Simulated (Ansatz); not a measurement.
# C2H8BNO: small, medium and large basis sets

The task here is to estimate one member of a computed series from the others.

Method: one geometry, several basis sets; program: Ansatz 0.2.0, Gaussian basis.

Levels to be run: PBE0-D4/def2-SVP; ωB97M-V/def2-SVP; PBE0-D4/def2-QZVPP; ωB97M-V/def2-QZVPP; the functionals' def2-TZVPP values are taken from earlier runs.

### Structure used throughout

The geometry comes from an earlier relaxation with PBE0-D4 in a triple-zeta def2 set; it is a stationary point, not always the lowest conformer.

SMILES `CCB(N)O`, 13 atoms, charge 0, spin multiplicity 1.

Atoms are counted from 1 here; the program's logs count them from 0.

Bond lengths: C1–C2 1.527 Å, C1–H6 1.093 Å, C1–H7 1.092 Å, C1–H8 1.093 Å, C2–B3 1.578 Å, C2–H9 1.096 Å, C2–H10 1.098 Å, B3–N4 1.410 Å, B3–O5 1.376 Å, N4–H11 1.005 Å, N4–H12 1.004 Å, O5–H13 0.959 Å. Angles: C2–C1–H6 111.8°, C2–C1–H7 110.9°, C2–C1–H8 111.3°, H6–C1–H7 108.0°, H6–C1–H8 107.5°, H7–C1–H8 107.2°, C1–C2–B3 114.1°, C1–C2–H9 110.1°, C1–C2–H10 109.0°, B3–C2–H9 110.6°, B3–C2–H10 107.2°, H9–C2–H10 105.4°, C2–B3–N4 121.2°, C2–B3–O5 117.2°, N4–B3–O5 121.6°, B3–N4–H11 124.9°, B3–N4–H12 121.7°, H11–N4–H12 113.4° and more.

Set-up of the first run:

in.yaml reads:

```yaml
crystal:
  periodic: [false, false, false]
  atoms:
    - {symbol: C, position_ang: [-0.865437, 1.589279, -0.150111]}
    - {symbol: C, position_ang: [-0.188878, 0.513325, 0.695949]}
    - {symbol: B, position_ang: [0.509424, -0.623373, -0.146713]}
    - {symbol: N, position_ang: [0.398160, -1.980306, 0.221806]}
    - {symbol: O, position_ang: [1.243272, -0.232335, -1.243572]}
    - {symbol: H, position_ang: [-1.279904, 2.390664, 0.466910]}
    - {symbol: H, position_ang: [-0.157408, 2.035662, -0.850977]}
    - {symbol: H, position_ang: [-1.685355, 1.172086, -0.741228]}
    - {symbol: H, position_ang: [-0.906118, 0.083972, 1.404226]}
    - {symbol: H, position_ang: [0.588177, 0.982097, 1.314786]}
    - {symbol: H, position_ang: [0.848942, -2.743450, -0.252728]}
    - {symbol: H, position_ang: [-0.141944, -2.268817, 1.017257]}
    - {symbol: H, position_ang: [1.657467, -0.953600, -1.720803]}
basis:
  gaussian: {orbitals: def2-SVP}
hamiltonian: {xc: pbe0, dispersion: d4}
output: {orbitals: {seedname: orbitals}}
```

Among the steps run: PBE0-D4 in def2-SVP; ωB97M-V in def2-SVP; PBE0-D4 in def2-QZVPP; ωB97M-V in def2-QZVPP.

One of the session's tables, all rows but one given; the rest of the session is left out.

It belongs to the step «Density functionals: the series». 

```
functional       basis  HOMO (eV)  LUMO (eV)
   PBE0-D4    def2-SVP      -7.53       1.49
   PBE0-D4  def2-TZVPP      -7.76       0.64
   PBE0-D4  def2-QZVPP      -7.80       0.24
   ωB97M-V    def2-SVP      -9.94       3.09
   ωB97M-V  def2-TZVPP     -10.17       1.95
   ωB97M-V  def2-QZVPP          ?          ?
```

Q: Estimate the row for ωB97M-V, def2-QZVPP from the others.

The run gave: HOMO (eV): -10.21; LUMO (eV): 1.29. In the column «HOMO (eV)» it is the lowest.
